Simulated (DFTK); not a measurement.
# Si2Ni (Fm-3m) in DFTK: reference runs

How does Si2Ni come out in PBEsol? The cell is run as given.

Program: DFTK 0.8.2. These are calculated values, not measurements. Logs are shortened: lines on timing, memory, paths and dates and some standing lists are left out, and cuts for length are marked.

## 1. The crystal as given

It takes space group Fm-3m (No. 225, cubic). Conventional cell: a = 5.406 Å, b = 5.406 Å, c = 5.406 Å, α = 90.00°, β = 90.00°, γ = 90.00°. Ni (site symmetry m-3m) has 8 Si at 2.34 Å as nearest neighbours. Si (site symmetry -43m) is surrounded by 4 Ni at 2.34 Å.

## 2. Single point, PBEsol, collinear spin, ferromagnetic start

run.jl

```julia
using DFTK
using PseudoPotentialData
using Unitful, UnitfulAtomic
using LinearAlgebra, Printf
include("save.jl")
disable_threading()

# lattice vectors are the columns
lattice = austrip(1u"Å") * [           0.0          2.703          2.703;
                    2.703            0.0          2.703;
                    2.703          2.703            0.0]
symbols   = [:Ni, :Si, :Si]
positions = [[0.0, 0.0, 0.0],
             [0.75, 0.75, 0.75],
             [0.25, 0.25, 0.25]]
pseudopotentials = PseudoFamily("dojo.nc.sr.pbesol.v0_4_1.standard.upf")
elements = Dict(s => ElementPsp(s, pseudopotentials) for s in unique(symbols))
atoms    = [elements[s] for s in symbols]
magnetic_moments = [1.0, 0.0, 0.0]

build_model(lattice, positions; symmetries=true) =
    model_DFT(lattice, atoms, positions;
              functionals=PBEsol(),
              magnetic_moments,
              spin_polarization=:collinear,
              temperature=austrip(0.05u"eV"),
              smearing=Smearing.FermiDirac(),
              symmetries)
Ecut  = 49.0  # hartree
kgrid = [9, 9, 9]
tol   = 1e-6
to_GPa = ustrip(uconvert(u"GPa", 1u"hartree/bohr^3"))

model = build_model(lattice, positions)
basis = PlaneWaveBasis(model; Ecut, kgrid)
display(basis)
scfres = self_consistent_field(basis;
                               tol,
                               ρ=guess_density(basis, magnetic_moments),
                               nbandsalg=AdaptiveBands(model; n_bands_converge=18))
display(scfres.energies)
@printf "Fermi level: %.6f eV\n" ustrip(auconvert(u"eV", something(scfres.εF, NaN)))
forces = compute_forces_cart(scfres)
println("Forces (eV/Å)")
for (s, f) in zip(symbols, forces)
    @printf "%-3s %12.6f %12.6f %12.6f\n" s ustrip.(auconvert.(u"eV/Å", f))...
end
stress = compute_stresses_cart(scfres)
println("Stress (GPa)")
display(round.(stress * to_GPa; digits=4))
@printf "Total moment: %.4f μB\n" sum(spin_density(scfres.ρ)) * scfres.basis.dvol
println("Levels at the first k-point (eV): ", round.(ustrip.(auconvert.(u"eV", scfres.eigenvalues[1][1:scfres.n_bands_converge])); digits=4))
save_scf!(scfres; forces, stress)
```

Potentials or basis: dojo.nc.sr.pbesol.v0_4_1.standard.upf (PBEsol).

Run with:

```
$ julia --threads=1 run.jl  # save.jl only writes the numbers to a file and isn't shown; printed stress counts tension as positive; times include loading and compiling
```

Log:

```text
PlaneWaveBasis discretization:

    Ecut                 : 49.0 Ha
    fft_size             : (48, 48, 48), 110592 total points
    kgrid                : MonkhorstPack([9, 9, 9])
    num.   red. kpoints  : 729
    num. irred. kpoints  : 35

    Discretized Model(gga_x_pbe_sol+gga_c_pbe_sol, 3D):
        lattice (in Bohr)    : [0         , 5.10793   , 5.10793   ]
                               [5.10793   , 0         , 5.10793   ]
                               [5.10793   , 5.10793   , 0         ]
        unit cell volume     : 266.54 Bohr³

        atoms                : NiSi₂
        pseudopot. family    : PseudoFamily("dojo.nc.sr.pbesol.v0_4_1.standard.upf")

        num. electrons       : 26
        spin polarization    : collinear
        temperature          : 0.0018375 Ha
        smearing             : DFTK.Smearing.FermiDirac()

        terms                : Kinetic()
                               AtomicLocal()
                               AtomicNonlocal()
                               Ewald(nothing)
                               PspCorrection()
                               Hartree()
                               Xc(gga_x_pbe_sol, gga_c_pbe_sol)
                               Entropy()
n     Energy            log10(ΔE)   log10(Δρ)   Magnet   |Magn|   Diag   Δtime
---   ---------------   ---------   ---------   ------   ------   ----   ------
  1   -176.1490770153                   -0.70    0.191    0.279    5.8    19.5s
  2   -176.1618042020       -1.90       -1.12    0.092    0.172    1.0    8.35s
  3   -176.1639610337       -2.67       -1.83    0.017    0.053    3.1    11.2s
  4   -176.1640043579       -4.36       -2.60    0.001    0.013    1.8    9.26s
  5   -176.1640157162       -4.94       -2.85    0.001    0.005    3.0    11.8s
  6   -176.1640161678       -6.35       -3.33    0.000    0.002    1.5    8.80s
  7   -176.1640163052       -6.86       -3.69    0.000    0.001    2.4    10.5s
  8   -176.1640163159       -7.97       -4.40    0.000    0.000    1.9    9.70s
  9   -176.1640163179       -8.70       -4.73    0.000    0.000    3.1    12.1s
 10   -176.1640163180       -9.86       -5.83    0.000    0.000    1.8    9.50s
 11   -176.1640163180      -11.10       -5.71    0.000    0.000    4.1    14.4s
 12   -176.1640163180      -12.29       -6.26    0.000    0.000    1.3    8.43s
Energy breakdown (in Ha):
    Kinetic             81.9106239
    AtomicLocal         -190.7006845
    AtomicNonlocal      -25.2216090
    Ewald               -92.8967319
    PspCorrection       3.4434812
    Hartree             71.7265539
    Xc                  -24.4253689
    Entropy             -0.0002810

    total               -176.164016318044
Fermi level: 9.718361 eV
Forces (eV/Å)
Ni     -0.000000    -0.000000    -0.000000
Si     -0.000000     0.000000     0.000000
Si      0.000000    -0.000000    -0.000000
Stress (GPa)
3×3 StaticArraysCore.SMatrix{3, 3, Float64, 9} with indices SOneTo(3)×SOneTo(3):
  0.9517  -0.0     0.0
 -0.0      0.9517  0.0
  0.0      0.0     0.9517
Total moment: 0.0000 μB
Levels at the first k-point (eV): [-94.6571, -55.1939, -55.1939, -55.1939, -4.1733, 4.4708, 4.4708, 4.4708, 6.1987, 6.1987, 9.3991, 11.4236, 11.4236, 11.4236, 11.9299, 11.9299, 11.9299, 14.3889]
```

Run time: 4.2 min. Hardware: 1 thread of Intel Xeon 6975P-C (Granite Rapids), shared host; peak memory 2.8 GiB.

What came out:

```yaml
Free_energy: -4793.6671 eV
Pressure: -1.0 GPa
Band_gap_on_the_k_mesh: none (metal or under the smearing width)
Net_moment: 0.00 μB per cell
Absolute_moment: 0.00 μB per cell
```

Caveat: the starting moments collapsed, and a magnetic state may lie lower.
